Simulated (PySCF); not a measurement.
# C₆H₁₈Si₄: geometry, NMR shifts

Wanted: the NMR shifts of C₆H₁₈Si₄ (`CC(C)[Si@H]1[SiH2][Si@@H](C2CC2)[SiH2]1`), by calculation.

The runs use PySCF 2.14.0, with density-fitted response routines of our own; the level of theory stands in each step. All values are computed, except where a source is named. Atoms count from 0, in the outputs and in this text.

## 1. The molecule as given

28 atoms, charge 0, multiplicity 1; geometry from: GFN2-xTB. The atoms were then displaced at random by about 0.01 Å, so the start is not that level's minimum.

Bonds of the start (Å): C0–C1 1.50, C1–C2 1.51, C1–Si3 1.89, Si3–Si4 2.38, Si4–Si5 2.36, Si5–C6 1.88, C6–C7 1.51, C7–C8 1.49, Si5–Si9 2.35, Si9–Si3 2.39, C8–C6 1.50, C0–H10 1.11, C0–H11 1.10, C0–H12 1.09, C1–H13 1.09, C2–H14 1.09, C2–H15 1.09, C2–H16 1.09, Si3–H17 1.45, Si4–H18 1.48, Si4–H19 1.46, Si5–H20 1.49, C6–H21 1.08, C7–H22 1.08, C7–H23 1.08, C8–H24 1.06, C8–H25 1.09, Si9–H26 1.47, Si9–H27 1.48.

## 2. Relaxing the molecule at PBE0-D3(BJ)/def2-SVP

What the job is given:

```
{"job": {"xc": "PBE0", "basis": "def2-SVP", "d3": "d3bj", "grid": 1, "shake": 0.01, "kind": "geom"}, "charge": 0, "multiplicity": 1}
C      1.680820     1.467450    -0.453490
C      2.427060     0.284850    -0.984710
C      3.592330    -0.019490    -0.074930
Si     1.319530    -1.240630    -1.157670
Si     0.253660    -1.881040     0.870440
Si    -1.857850    -1.385190    -0.069820
C     -2.774020     0.027570     0.766550
C     -3.542450     1.021020    -0.066080
C     -2.289800     1.441380     0.620410
Si    -0.831820    -0.837800    -2.115760
H      0.846780     1.761110    -1.130240
H      2.319300     2.360220    -0.343860
H      1.201440     1.288230     0.510140
H      2.816090     0.555650    -1.961140
H      4.275810     0.830400     0.010800
H      3.262030    -0.250770     0.942310
H      4.189570    -0.849910    -0.444550
H      2.134240    -2.237040    -1.820990
H      0.647620    -1.154840     2.100710
H      0.422020    -3.269810     1.280510
H     -2.867950    -2.479830    -0.097060
H     -3.208420    -0.210420     1.727530
H     -4.485360     1.407310     0.304540
H     -3.560210     0.898890    -1.141190
H     -2.328970     2.097870     1.447570
H     -1.434730     1.621860    -0.025240
H     -1.183270    -1.734830    -3.229590
H     -1.087670     0.507470    -2.675150
```

Command:

```
OMP_NUM_THREADS=1 python probes_run.py task.json out
```

One launch serves the whole session: the jobs run in the order shown.

What it wrote:

```text
step   0  E = -1396.13849927  max force = 0.024975
step   1  E = -1396.14812550  max force = 0.005718
step   2  E = -1396.14857946  max force = 0.002229
step   3  E = -1396.14865720  max force = 0.000637
step   4  E = -1396.14866824  max force = 0.000265
optimisation converged
```

Wall time 4.1 min (1 thread of Arm Neoverse V1, shared host); peak memory 1.1 GiB.

The steps of the relaxation:

| step | energy from step 0 (eV) | largest force component (eV/Å) |
| --- | --- | --- |
| 0 | 0.0000 | 1.2843 |
| 1 | -0.2619 | 0.2940 |
| 2 | -0.2743 | 0.1146 |
| 3 | -0.2764 | 0.0328 |
| 4 | -0.2767 | 0.0136 |

Close pairs (by a distance rule), those that changed most:

| bond | before (Å) | after (Å) | change (Å) |
| --- | --- | --- | --- |
| Si3–H17 | 1.448 | 1.499 | +0.051 |
| Si4–H19 | 1.458 | 1.498 | +0.040 |
| C8–H24 | 1.057 | 1.093 | +0.036 |
| C0–C1 | 1.496 | 1.526 | +0.031 |
| Si9–H26 | 1.473 | 1.498 | +0.025 |
| Si5–Si9 | 2.353 | 2.377 | +0.024 |
| Si9–H27 | 1.479 | 1.501 | +0.022 |
| C1–H13 | 1.085 | 1.106 | +0.020 |

The final coordinates are the input of the step that follows.

| at the end point | value |
| --- | --- |
| point group (found at 0.08 Å tolerance) | C1 |
| rotational constants (GHz, main isotopes) | 1.023, 0.471, 0.439 |
| dipole moment (D) | 1.48 |

## 3. NMR shieldings: PBE0/pcSseg-1

What the job is given:

```
{"job": {"kind": "nmr", "xc": "PBE0", "basis": "pcSseg-1"}, "charge": 0, "multiplicity": 1}
C      1.285028     1.958067    -0.267557
C      2.078588     0.758208    -0.778207
C      3.231783     0.396376     0.155337
Si     0.951498    -0.753803    -1.065173
Si    -0.260862    -1.387949     0.878219
Si    -2.298198    -0.787216    -0.183758
C     -3.166804     0.686884     0.578805
C     -3.926471     1.672924    -0.275470
C     -2.648955     2.089499     0.374387
Si    -1.097507    -0.293416    -2.175447
H      0.518257     2.281092    -0.989099
H      1.947186     2.820689    -0.082511
H      0.775729     1.730561     0.684254
H      2.492368     1.006425    -1.773154
H      3.921977     1.248387     0.278107
H      2.861370     0.127483     1.158841
H      3.818210    -0.456209    -0.221046
H      1.737871    -1.868356    -1.687303
H      0.058121    -0.563129     2.090608
H     -0.143193    -2.833244     1.253887
H     -3.245775    -1.938188    -0.347668
H     -3.600308     0.490041     1.566516
H     -4.865644     2.069474     0.120001
H     -3.926443     1.525471    -1.360376
H     -2.695455     2.776076     1.223632
H     -1.771425     2.235006    -0.262939
H     -1.407958    -1.239125    -3.295182
H     -1.245013     1.105484    -2.699199
```

Method: GIAO PBE0/pcSseg-1 NMR shielding, non-relativistic, gas phase.

What it wrote:

```text
coarse grid: 24176 points
cycle   1  E = -1396.4586488224  dE =  6.313e-01  |g| = 4.548e-01  |ddm| = 4.736e+00
cycle   2  E = -1396.4307737535  dE =  2.788e-02  |g| = 5.617e-01  |ddm| = 9.333e-01
cycle   3  E = -1396.5147705324  dE = -8.400e-02  |g| = 5.516e-02  |ddm| = 6.110e-01
cycle   4  E = -1396.5154452633  dE = -6.747e-04  |g| = 2.519e-02  |ddm| = 1.069e-01
cycle   5  E = -1396.5156120669  dE = -1.668e-04  |g| = 5.691e-03  |ddm| = 3.586e-02
cycle   6  E = -1396.5156189763  dE = -6.909e-06  |g| = 1.268e-03  |ddm| = 6.271e-03
final grid: 211648 points
cycle   7  E = -1396.5728137263  dE = -5.302e-05  |g| = 9.942e-03  |ddm| = 4.524e-02
cycle   8  E = -1396.5727954687  dE =  1.826e-05  |g| = 1.291e-02  |ddm| = 2.206e-02
cycle   9  E = -1396.5728396185  dE = -4.415e-05  |g| = 8.303e-04  |ddm| = 1.329e-02
cycle  10  E = -1396.5728397651  dE = -1.466e-07  |g| = 3.122e-04  |ddm| = 1.451e-03
cycle  11  E = -1396.5728397902  dE = -2.506e-08  |g| = 5.309e-05  |ddm| = 3.559e-04
cycle  12  E = -1396.5728397908  dE = -5.534e-10  |g| = 2.139e-05  |ddm| = 1.020e-04
converged SCF energy = -1396.5728397908

GIAO shielding tensors (ppm)
atom      isotropic    diamagn.    paramagn.     s11        s22        s33       span
  0 C      162.629     250.625     -87.996    148.651    157.014    182.223     33.572
  1 C      169.181     251.959     -82.778    161.490    169.491    176.561     15.072
  2 C      162.757     246.719     -83.962    145.680    156.480    186.112     40.432
  3 Si     385.812     882.827    -497.015    322.865    397.604    436.966    114.101
  4 Si     446.324     882.290    -435.966    407.128    440.995    490.849     83.721
  5 Si     386.586     882.323    -495.737    322.360    404.089    433.310    110.950
  6 C      192.200     253.072     -60.872    158.445    187.695    230.459     72.015
  7 C      178.882     261.398     -82.516    151.693    172.988    211.964     60.271
  8 C      179.683     245.817     -66.133    151.046    173.981    214.023     62.977
  9 Si     450.883     882.657    -431.774    408.130    449.840    494.679     86.549
 10 H       29.909      32.413      -2.504     25.286     28.818     35.622     10.337
 11 H       30.023      30.464      -0.441     25.103     27.817     37.150     12.047
 12 H       30.179      33.716      -3.537     26.760     29.352     34.424      7.664
 13 H       30.095      31.596      -1.501     26.265     27.662     36.356     10.091
 14 H       30.028      28.118       1.909     25.288     27.015     37.781     12.494
 15 H       30.301      30.503      -0.201     25.974     30.313     34.617      8.643
 16 H       30.179      28.878       1.300     25.082     27.942     37.512     12.430
 17 H       26.721      31.844      -5.123     23.283     25.193     31.687      8.403
 18 H       27.094      31.149      -4.055     24.439     25.743     31.100      6.660
 19 H       27.258      30.673      -3.415     23.521     24.912     33.342      9.821
 20 H       26.327      30.803      -4.476     22.755     24.725     31.501      8.746
 21 H       31.484      30.647       0.837     23.933     27.735     42.784     18.852
 22 H       30.511      29.076       1.435     24.241     25.838     41.454     17.213
 23 H       31.085      31.639      -0.554     24.235     30.198     38.824     14.589
 24 H       30.565      29.053       1.512     24.477     26.452     40.766     16.289
 25 H       30.843      31.773      -0.930     24.340     27.782     40.407     16.068
 26 H       27.421      30.609      -3.188     23.583     24.997     33.682     10.098
 27 H       27.455      30.763      -3.308     24.682     26.334     31.347      6.666
```

Run time: 1.7 min. Hardware: 1 thread of Arm Neoverse V1, shared host; peak memory 1.5 GiB.

The references, computed at this level on geometries of the same kind, shield at (ppm): 1H TMS 31.27, 13C TMS 184.4, 29Si TMS 352.0. Their shielding less the atom's gives the shift. The references are single molecules in the gas phase. Atoms listed in one row are averaged.

| atoms | environment | σ (ppm) | δ (ppm) | δ scaled to CDCl3 |
| --- | --- | --- | --- | --- |
| C0, C2 | methyl carbon | 162.7 | 21.7 | 20.6 |
| C1 | sp3 CH bonded to Si | 169.2 | 15.2 | 14.3 |
| C7, C8 | three-membered-ring carbon | 179.3 | 5.1 | 4.5 |
| C6 | three-membered-ring carbon | 192.2 | -7.8 | -8.1 |
| H20 | hydrogen on a silicon bonded to C, 2 Si, in a 4-membered ring | 26.33 | 4.94 | – |
| H17 | hydrogen on a silicon bonded to C, 2 Si, in a 4-membered ring | 26.72 | 4.55 | – |
| H18, H27 | hydrogen on a silicon bonded to 2 Si, in a 4-membered ring | 27.27 | 3.99 | – |
| H19, H26 | hydrogen on a silicon bonded to 2 Si, in a 4-membered ring | 27.34 | 3.93 | – |
| H13 | hydrogen on an sp3 CH bonded to Si | 30.09 | 1.17 | 1.33 |
| H10, H11, H12, H14, H15, H16 | hydrogen on a methyl carbon | 30.10 | 1.16 | 1.32 |
| H22, H24 | hydrogen on a three-membered-ring carbon | 30.54 | 0.73 | 0.91 |
| H23, H25 | hydrogen on a three-membered-ring carbon | 30.96 | 0.30 | 0.50 |
| H21 | hydrogen on a three-membered-ring carbon | 31.48 | -0.22 | 0.01 |
| Si3 | silicon bonded to C, 2 Si, H, in a 4-membered ring | 385.8 | -33.8 | – |
| Si5 | silicon bonded to C, 2 Si, H, in a 4-membered ring | 386.6 | -34.6 | – |
| Si4, Si9 | silicon bonded to 2 Si, 2 H, in a 4-membered ring | 448.6 | -96.6 | – |

The scaled column applies a straight-line fit of computed shieldings to shifts measured in CDCl3 (root-mean-square error 0.21 ppm for H, 2.0 ppm for C).

Charges from the same density, by scheme (e):

| atoms | Mulliken | IAO | Hirshfeld | ESP fit |
| --- | --- | --- | --- | --- |
| C0, C2 | -0.25 | -0.40 | -0.12 | -0.56 |
| C1 | -0.57 | -0.33 | -0.10 | 0.38 |
| Si3 | 0.12 | 0.33 | 0.18 | -0.02 |
| Si4, Si9 | 0.07 | 0.11 | 0.12 | 0.10 |
| Si5 | 0.21 | 0.35 | 0.18 | 0.15 |
| C6 | -0.52 | -0.40 | -0.13 | -0.24 |
| C7, C8 | -0.22 | -0.27 | -0.09 | -0.29 |

Mayer bond orders: C0–C1 1.03, C1–C2 1.03, C1–Si3 0.87, Si3–Si4 0.86, Si4–Si5 0.85, Si5–C6 0.85, C6–C7 0.95, C7–C8 0.97, Si5–Si9 0.86, Si9–Si3 0.86, C8–C6 0.96.

Ring of atoms Si3, Si4, Si5, Si9: NICS(0) 2.9, NICS(1) -0.5, NICS(1)zz 7.0 ppm (means of both faces).

Ring of atoms C6, C7, C8: NICS(0) -44.7, NICS(1) -8.8, NICS(1)zz -24.9 ppm (means of both faces).

In rings of three or four atoms NICS is ruled by the nearby σ bonds, so it says little on aromaticity.

## 4. Nuclear shieldings: PBE/pcSseg-1

The job, as its differences from that of step 3:

```diff
@@ -1,2 +1,2 @@
-{"job": {"kind": "nmr", "xc": "PBE0", "basis": "pcSseg-1"}, "charge": 0, "multiplicity": 1}
+{"job": {"kind": "nmr", "xc": "PBE", "basis": "pcSseg-1", "pop": false}, "charge": 0, "multiplicity": 1}
 C      1.285028     1.958067    -0.267557
```

With the program's defaults for keys left out, this is: GIAO PBE/pcSseg-1 NMR shielding, non-relativistic, gas phase.

What it wrote:

```text
coarse grid: 24176 points
cycle   1  E = -1396.2075391200  dE =  4.283e-01  |g| = 6.948e-01  |ddm| = 4.827e+00
cycle   2  E = -1395.9263653541  dE =  2.812e-01  |g| = 1.221e+00  |ddm| = 1.991e+00
cycle   3  E = -1396.3374152315  dE = -4.110e-01  |g| = 1.331e-01  |ddm| = 1.522e+00
cycle   4  E = -1396.3424480927  dE = -5.033e-03  |g| = 5.421e-02  |ddm| = 3.015e-01
cycle   5  E = -1396.3432531987  dE = -8.051e-04  |g| = 1.066e-02  |ddm| = 7.593e-02
cycle   6  E = -1396.3432744448  dE = -2.125e-05  |g| = 5.068e-03  |ddm| = 1.865e-02
cycle   7  E = -1396.3432823943  dE = -7.949e-06  |g| = 8.910e-04  |ddm| = 8.903e-03
final grid: 211648 points
cycle   8  E = -1396.4211008643  dE = -5.320e-05  |g| = 1.683e-02  |ddm| = 6.375e-02
cycle   9  E = -1396.4209428832  dE =  1.580e-04  |g| = 2.921e-02  |ddm| = 4.589e-02
cycle  10  E = -1396.4211722997  dE = -2.294e-04  |g| = 2.670e-03  |ddm| = 3.331e-02
cycle  11  E = -1396.4211742540  dE = -1.954e-06  |g| = 7.108e-04  |ddm| = 5.096e-03
cycle  12  E = -1396.4211743854  dE = -1.314e-07  |g| = 1.032e-04  |ddm| = 8.004e-04
cycle  13  E = -1396.4211743883  dE = -2.881e-09  |g| = 3.899e-05  |ddm| = 2.496e-04
cycle  14  E = -1396.4211743888  dE = -4.766e-10  |g| = 1.112e-05  |ddm| = 7.310e-05
converged SCF energy = -1396.4211743888

GIAO shielding tensors (ppm)
atom      isotropic    diamagn.    paramagn.     s11        s22        s33       span
  0 C      157.314     250.807     -93.492    142.666    151.172    178.104     35.438
  1 C      161.022     251.740     -90.718    153.995    160.509    168.564     14.569
  2 C      157.639     246.746     -89.107    139.331    151.069    182.516     43.185
  3 Si     368.599     883.936    -515.337    302.682    383.104    420.010    117.329
  4 Si     432.410     883.558    -451.148    388.378    428.083    480.768     92.389
  5 Si     369.183     883.391    -514.208    301.694    389.460    416.394    114.700
  6 C      185.294     252.621     -67.326    151.289    181.245    223.349     72.060
  7 C      173.468     260.367     -86.899    146.619    167.883    205.902     59.283
  8 C      174.160     246.909     -72.749    145.539    168.821    208.119     62.580
  9 Si     436.872     883.785    -446.914    388.543    437.212    484.861     96.318
 10 H       29.731      32.744      -3.013     25.248     28.808     35.137      9.889
 11 H       29.957      30.298      -0.341     25.318     27.860     36.692     11.374
 12 H       30.031      34.324      -4.292     26.745     29.384     33.965      7.219
 13 H       29.805      31.339      -1.534     26.239     27.551     35.626      9.388
 14 H       29.944      27.967       1.977     25.459     27.011     37.363     11.904
 15 H       30.181      30.967      -0.786     26.121     30.245     34.177      8.056
 16 H       30.081      28.884       1.197     25.181     27.924     37.139     11.958
 17 H       26.455      31.828      -5.373     23.160     25.054     31.153      7.993
 18 H       26.859      31.551      -4.693     24.243     25.619     30.714      6.472
 19 H       27.058      30.734      -3.675     23.429     24.838     32.909      9.479
 20 H       26.054      30.696      -4.642     22.623     24.563     30.977      8.354
 21 H       31.280      30.572       0.708     23.987     27.799     42.055     18.068
 22 H       30.421      28.442       1.979     24.351     26.052     40.859     16.508
 23 H       30.994      31.737      -0.743     24.350     30.359     38.273     13.923
 24 H       30.469      29.119       1.350     24.596     26.635     40.175     15.579
 25 H       30.694      32.609      -1.915     24.432     27.839     39.809     15.377
 26 H       27.221      30.555      -3.334     23.485     24.934     33.245      9.760
 27 H       27.214      30.999      -3.785     24.482     26.177     30.984      6.502
```

Run time: 2 min. Hardware: 1 thread of Arm Neoverse V1, shared host; peak memory 1.2 GiB.

In short: δ C0 22.6, C1 19.0, C7 6.2, C6 -5.3, H20 5.14, H17 4.74 ppm (means over like atoms).

## 5. Side by side: NMR shifts

Shifts (ppm) of some atoms, chosen among heavy atoms and hydrogens apart, means over like atoms, with basis size and wall time:

| run | C0 | C1 | C7 | C6 | H20 | H13 | Si4 | functions | time |
| --- | --- | --- | --- | --- | --- | --- | --- | --- | --- |
| PBE0/pcSseg-1 | 21.7 | 15.2 | 5.1 | -7.8 | 4.94 | 1.17 | -96.6 | 288 | 1.7 min |
| PBE/pcSseg-1 | 22.6 | 19.0 | 6.2 | -5.3 | 5.14 | 1.39 | -100.0 | 288 | 2 min |

## 6. What came out

```
                                                                quantity                                                      value
                                                             point group                                                         C1
                                    rotational constants (main isotopes)                                       1.02, 0.47, 0.44 GHz
 13C shifts against TMS (PBE0/pcSseg-1, means over atoms taken as alike)                                  21.7, 15.2, 5.1, -7.8 ppm
  1H shifts against TMS (PBE0/pcSseg-1, means over atoms taken as alike)  4.94, 4.55, 3.99, 3.93, 1.17, 1.16, 0.73, 0.30, -0.22 ppm
29Si shifts against TMS (PBE0/pcSseg-1, means over atoms taken as alike)                                    -33.8, -34.6, -96.6 ppm
                                                range of the shift of C1                                           15.2 to 19.0 ppm
```

**Reading.** Relaxing lowered the energy by 0.277 eV in 4 steps; the close pair that moved most is Si3–H17, from 1.448 to 1.499 Å. Across the 2 runs the shift of C1 moves most, between 15.2 (PBE0/pcSseg-1) and 19.0 ppm (PBE/pcSseg-1).
